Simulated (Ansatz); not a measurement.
# C2H8S2Si: one species, many methods

An exercise on one series of results from a longer session: the logs are not shown, and one member is left open.

Method: functionals in def2-TZVPP, the program's frozen cores in correlated methods; program: Ansatz 0.2.0, Gaussian basis.

Levels to be run: LDA (SPW92), PBE-D4, revPBE-D4, BLYP-D4, r2SCAN-D4, B97M-V, PBE0-D4, B3LYP-D4, r2SCANh-D4, r2SCAN0-D4, HSE06-D4, BHLYP-D4, CAM-B3LYP-D4, LC-ωPBE, ωB97X-V, ωB97M-V, B2PLYP, PBE-QIDH; CCSD(T)/def2-SVP; CCSD(T)/def2-TZVPP; MP2/def2-QZVPP; extrapolation to the limit; RPA on PBE.

### The relaxed structure

All runs share one geometry, relaxed beforehand with PBE0-D4 in a triple-zeta def2 set.

SMILES `C[SiH2]SSC`, 13 atoms, charge 0, spin multiplicity 1.

Atoms are counted from 1 here; the program's logs count them from 0.

Bond lengths: C1–Si2 1.861 Å, C1–H6 1.092 Å, C1–H7 1.092 Å, C1–H8 1.093 Å, Si2–S3 2.149 Å, Si2–H9 1.489 Å, Si2–H10 1.488 Å, S3–S4 2.059 Å, S4–C5 1.800 Å, C5–H11 1.090 Å, C5–H12 1.093 Å, C5–H13 1.089 Å. Angles: Si2–C1–H6 110.7°, Si2–C1–H7 110.2°, Si2–C1–H8 110.3°, H6–C1–H7 108.6°, H6–C1–H8 108.6°, H7–C1–H8 108.4°, C1–Si2–S3 112.0°, C1–Si2–H9 111.4°, C1–Si2–H10 110.8°, S3–Si2–H9 104.9°, S3–Si2–H10 108.5°, H9–Si2–H10 109.1°, Si2–S3–S4 97.1°, S3–S4–C5 102.0°, S4–C5–H11 110.9°, S4–C5–H12 106.0°, S4–C5–H13 110.7°, H11–C5–H12 109.3° and more.

Coordinates:

```xyz
13
charge 0, multiplicity 1
C    -1.9365    1.0023    0.7948
Si   -0.2834    1.3604    0.0186
S     1.3280    0.4287    1.0916
S     0.7830   -1.5231    0.7241
C     1.6685   -1.8762   -0.8030
H    -1.9787    1.3967    1.8119
H    -2.1098   -0.0750    0.8307
H    -2.7376    1.4617    0.2094
H     0.0278    2.8164    0.0486
H    -0.2483    0.8849   -1.3907
H     1.3340   -1.2217   -1.6075
H     1.4298   -2.9117   -1.0573
H     2.7435   -1.7783   -0.6565
```

The first run:

Contents of in.yaml:

```yaml
crystal:
  periodic: [false, false, false]
  atoms:
    - {symbol: C, position_ang: [-1.936500, 1.002326, 0.794818]}
    - {symbol: Si, position_ang: [-0.283443, 1.360429, 0.018557]}
    - {symbol: S, position_ang: [1.327978, 0.428709, 1.091607]}
    - {symbol: S, position_ang: [0.782969, -1.523052, 0.724138]}
    - {symbol: C, position_ang: [1.668527, -1.876233, -0.802981]}
    - {symbol: H, position_ang: [-1.978674, 1.396685, 1.811944]}
    - {symbol: H, position_ang: [-2.109845, -0.074973, 0.830738]}
    - {symbol: H, position_ang: [-2.737554, 1.461731, 0.209367]}
    - {symbol: H, position_ang: [0.027802, 2.816446, 0.048579]}
    - {symbol: H, position_ang: [-0.248285, 0.884881, -1.390669]}
    - {symbol: H, position_ang: [1.334002, -1.221714, -1.607543]}
    - {symbol: H, position_ang: [1.429775, -2.911748, -1.057286]}
    - {symbol: H, position_ang: [2.743549, -1.778288, -0.656469]}
basis:
  gaussian: {orbitals: def2-TZVPP}
hamiltonian: {xc: lda}
output: {orbitals: {seedname: orbitals}}
```

Run with:

```bash
ansatz run in.yaml --threads 2 --pin off --events-out ev --progress --plain --max-ram 32768MiB --backend cuda --devices 0, --max-vram 18GiB
```

Steps of the session up to this table: LDA; PBE-D4 (GGA); revPBE-D4 (GGA); BLYP-D4 (GGA); r2SCAN-D4 (meta-GGA); B97M-V (meta-GGA); B3LYP-D4 (hybrid); r2SCANh-D4 (hybrid); r2SCAN0-D4 (hybrid); HSE06-D4 (hybrid); BHLYP-D4 (hybrid); CAM-B3LYP-D4 (range-separated); LC-ωPBE (range-separated); ωB97X-V (range-separated); ωB97M-V (range-separated); B2PLYP (double hybrid); PBE-QIDH (double hybrid).

One table of the session follows, with a row left open; its other results are not shown here.

It belongs to the step «Frontier levels by functional». 

| functional | HOMO (eV) | gap (eV) |
| --- | --- | --- |
| LDA (SPW92) | -5.60 | 3.70 |
| PBE-D4 | -5.49 | 3.81 |
| revPBE-D4 | -5.44 | 3.85 |
| BLYP-D4 | -5.34 | 3.80 |
| r2SCAN-D4 | -5.72 | 4.23 |
| B97M-V | -5.85 | 4.42 |
| PBE0-D4 | -6.67 | 5.97 |
| B3LYP-D4 | ? | ? |
| r2SCANh-D4 | -6.16 | 5.02 |
| r2SCAN0-D4 | -6.82 | 6.22 |
| HSE06-D4 | -6.27 | 5.19 |
| BHLYP-D4 | -7.73 | 8.12 |
| CAM-B3LYP-D4 | -7.96 | 8.41 |
| LC-ωPBE | -9.31 | 10.94 |
| ωB97X-V | -8.98 | 10.48 |
| ωB97M-V | -8.81 | 10.15 |

Q: Estimate the row for B3LYP-D4 from the others.

Worked estimate for «HOMO (eV)». Against the share of exact exchange, BLYP-D4 (0, -5.34), BHLYP-D4 (0.5, -7.73) give a slope of -4.78 per unit share; at 0.2 the line stands at -6.30.

As computed: HOMO (eV): -6.44; gap (eV): 5.53. In «HOMO (eV)» the line misses by +0.14.
